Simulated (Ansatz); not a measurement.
**C₂H₈OSi₂: one species, many methods**

An exercise on one series of results from a longer session: the logs are not shown, and one member is left open.

Program: Ansatz 0.2.0, Gaussian basis. Level of theory: functionals in def2-TZVPP, the program's frozen cores in correlated methods. These are calculated values, not measurements.

Plan: PBE-D4, r2SCAN-D4, PBE0-D4, B3LYP-D4, ωB97X-V, ωB97M-V, B2PLYP; CCSD(T)/def2-TZVPP; MP2/def2-QZVPP; extrapolation to the limit.

## The geometry

The geometry comes from an earlier relaxation with PBE0-D4 in a triple-zeta def2 set; it is a stationary point, not always the lowest conformer.

SMILES `C=C[SiH2][SiH2]O`, 13 atoms, charge 0, spin multiplicity 1.

Atoms are counted from 1 here; the program's logs count them from 0.

Bond lengths: C1–C2 1.330 Å, C1–H6 1.086 Å, C1–H7 1.087 Å, C2–Si3 1.861 Å, C2–H8 1.089 Å, Si3–Si4 2.342 Å, Si3–H9 1.491 Å, Si3–H10 1.490 Å, Si4–O5 1.657 Å, Si4–H11 1.494 Å, Si4–H12 1.494 Å, O5–H13 0.958 Å. Angles: C2–C1–H6 121.8°, C2–C1–H7 122.1°, H6–C1–H7 116.1°, C1–C2–Si3 123.6°, C1–C2–H8 118.3°, Si3–C2–H8 118.1°, C2–Si3–Si4 110.4°, C2–Si3–H9 109.1°, C2–Si3–H10 110.8°, Si4–Si3–H9 109.1°, Si4–Si3–H10 108.8°, H9–Si3–H10 108.7°, Si3–Si4–O5 106.1°, Si3–Si4–H11 110.8°, Si3–Si4–H12 111.6°, O5–Si4–H11 110.9°, O5–Si4–H12 111.0°, H11–Si4–H12 106.5° and more.

Set-up of the first run:

The input, in.yaml:

```yaml
crystal:
  periodic: [false, false, false]
  atoms:
    - {symbol: C, position_ang: [-2.532344, -0.526236, 0.036151]}
    - {symbol: C, position_ang: [-1.325598, -0.555733, 0.595229]}
    - {symbol: Si, position_ang: [0.231253, -0.967729, -0.337899]}
    - {symbol: Si, position_ang: [1.659793, 0.887009, -0.401126]}
    - {symbol: O, position_ang: [1.913131, 1.326247, 1.176231]}
    - {symbol: H, position_ang: [-2.684211, -0.770668, -1.011484]}
    - {symbol: H, position_ang: [-3.422462, -0.257671, 0.598614]}
    - {symbol: H, position_ang: [-1.237710, -0.296338, 1.649085]}
    - {symbol: H, position_ang: [-0.125344, -1.355868, -1.732194]}
    - {symbol: H, position_ang: [0.948478, -2.104337, 0.306234]}
    - {symbol: H, position_ang: [1.041395, 2.006373, -1.172587]}
    - {symbol: H, position_ang: [2.950053, 0.564408, -1.081418]}
    - {symbol: H, position_ang: [2.468864, 2.089344, 1.340464]}
basis:
  gaussian: {orbitals: def2-TZVPP}
hamiltonian: {xc: pbe, dispersion: d4}
output: {forces: true, orbitals: {seedname: orbitals}}
```

On the command line:

```console
> ansatz run in.yaml --threads 4 --pin off --events-out ev --progress --plain --max-ram 10444MiB
```

Among the steps run: PBE-D4 (GGA); r2SCAN-D4 (meta-GGA); PBE0-D4 (hybrid); B3LYP-D4 (hybrid); ωB97X-V (range-separated); ωB97M-V (range-separated); B2PLYP (double hybrid); CCSD(T) in def2-TZVPP; MP2 in def2-QZVPP.

One table of the session follows, with a row left open; its other results are not shown here.

```
            method  atomisation energy (kcal/mol)
            PBE-D4                         1128.6
         r2SCAN-D4                              ?
           PBE0-D4                         1114.8
          B3LYP-D4                         1119.5
           ωB97X-V                         1123.9
           ωB97M-V                         1121.1
            B2PLYP                         1106.8
     HF/def2-TZVPP                          834.6
    MP2/def2-TZVPP                         1101.8
   CCSD/def2-TZVPP                         1078.7
CCSD(T)/def2-TZVPP                         1092.9
           MP2/CBS                         1131.0
       CCSD(T)/CBS                         1122.0
```

Estimate the missing values for r2SCAN-D4.

**Answer.** atomisation energy (kcal/mol): 1120.6. In the column «atomisation energy (kcal/mol)» it lies between B3LYP-D4 (1119.5) and ωB97M-V (1121.1).
